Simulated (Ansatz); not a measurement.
# BHSF₂ (SMILES FB(F)S): single points off equilibrium

Aim: energy, forces and dipole at a structure displaced at random from a GFN2-xTB minimum, from CCSD(T) and from density functionals.

Program: Ansatz 0.2.0, Gaussian basis. Level of theory: single points in def2-TZVPP. These are calculated values, not measurements.

Correlated methods freeze the cores.

## 1. The starting structure

SMILES `FB(F)S`, 5 atoms, charge 0, spin multiplicity 1.

Atoms are counted from 1 here; the program's logs count them from 0.

Bond lengths: F1–B2 1.361 Å, B2–F3 1.315 Å, B2–S4 1.799 Å, S4–H5 1.343 Å. Angles: F1–B2–F3 116.1°, F1–B2–S4 121.4°, F3–B2–S4 122.5°, B2–S4–H5 95.5°.

Coordinates:

```xyz
5
BF2HS
F     0.51610   -1.78260    0.14720
B     0.06660   -0.49990    0.21160
F    -0.57690   -0.16750    1.30900
S     0.32510    0.65270   -1.14580
H    -0.28890    1.68900   -0.55230
```

## 2. CCSD(T)/def2-TZVPP

Contents of run/in.yaml:

```yaml
crystal:
  periodic: [false, false, false]
  atoms:
    - {symbol: F, position_ang: [0.516100, -1.782600, 0.147200]}
    - {symbol: B, position_ang: [0.066600, -0.499900, 0.211600]}
    - {symbol: F, position_ang: [-0.576900, -0.167500, 1.309000]}
    - {symbol: S, position_ang: [0.325100, 0.652700, -1.145800]}
    - {symbol: H, position_ang: [-0.288900, 1.689000, -0.552300]}
basis:
  gaussian: {orbitals: def2-TZVPP}
correlation: {method: ccsd_t}
output: {forces: true}
```

The command line of these runs was not kept.

## 3. PBE0-D4/def2-TZVPP

run/in.yaml, as its differences from that of step 2:

```diff
@@ -10,3 +10,3 @@
   gaussian: {orbitals: def2-TZVPP}
-correlation: {method: ccsd_t}
-output: {forces: true}
+hamiltonian: {xc: pbe0, dispersion: d4}
+output: {forces: true, orbitals: {seedname: orbitals}}
```

## 4. wB97M-V/def2-TZVPP

run/in.yaml, as its differences from that of step 3:

```diff
@@ -10,3 +10,3 @@
   gaussian: {orbitals: def2-TZVPP}
-hamiltonian: {xc: pbe0, dispersion: d4}
-output: {forces: true, orbitals: {seedname: orbitals}}
+hamiltonian: {xc: {name: wB97M-V}}
+output: {forces: true}
```

## 5. r2SCAN-D4/def2-TZVPP

run/in.yaml, as its differences from that of step 4:

```diff
@@ -10,3 +10,3 @@
   gaussian: {orbitals: def2-TZVPP}
-hamiltonian: {xc: {name: wB97M-V}}
+hamiltonian: {xc: r2scan, dispersion: d4}
 output: {forces: true}
```

## 6. PBE-D4/def2-TZVPP

run/in.yaml, as its differences from that of step 5:

```diff
@@ -10,3 +10,3 @@
   gaussian: {orbitals: def2-TZVPP}
-hamiltonian: {xc: r2scan, dispersion: d4}
+hamiltonian: {xc: pbe, dispersion: d4}
 output: {forces: true}
```

## 7. LC-wPBE/def2-TZVPP

run/in.yaml, as its differences from that of step 6:

```diff
@@ -10,3 +10,3 @@
   gaussian: {orbitals: def2-TZVPP}
-hamiltonian: {xc: pbe, dispersion: d4}
+hamiltonian: {xc: {name: LC-wPBE}}
 output: {forces: true}
```

## 8. BHLYP-D4/def2-TZVPP

run/in.yaml, as its differences from that of step 7:

```diff
@@ -10,3 +10,3 @@
   gaussian: {orbitals: def2-TZVPP}
-hamiltonian: {xc: {name: LC-wPBE}}
+hamiltonian: {xc: {name: BHLYP}, dispersion: d4}
 output: {forces: true}
```

(Steps that only read results are left out.)

**Question.** What will these runs give? Wanted: energy less free atoms, CCSD(T)/def2-TZVPP; RMS force component; RMS force error; HOMO and LUMO, PBE0-D4; T1 diagnostic.

As calculated:

| quantity | value |
| --- | --- |
| energy less free atoms, CCSD(T)/def2-TZVPP | -2002.0 kJ/mol |
| RMS force component | 0.498 to 0.733 eV/Å over the methods |
| RMS force error | PBE0-D4 0.088, wB97M-V 0.049, r2SCAN-D4 0.061, PBE-D4 0.259, LC-wPBE 0.112, BHLYP-D4 0.282 eV/Å |
| HOMO and LUMO, PBE0-D4 | -8.54 and -0.01 eV |
| T1 diagnostic | 0.013 |

**Reading.** Against CCSD(T) the functionals' energies less atoms differ by -120.6 to +33.4 kJ/mol, PBE-D4 by -120.6 kJ/mol. A larger basis would deepen the CCSD(T) value, while the functionals are nearly converged already, so the order here is not reliable. On forces the order runs from wB97M-V to BHLYP-D4.
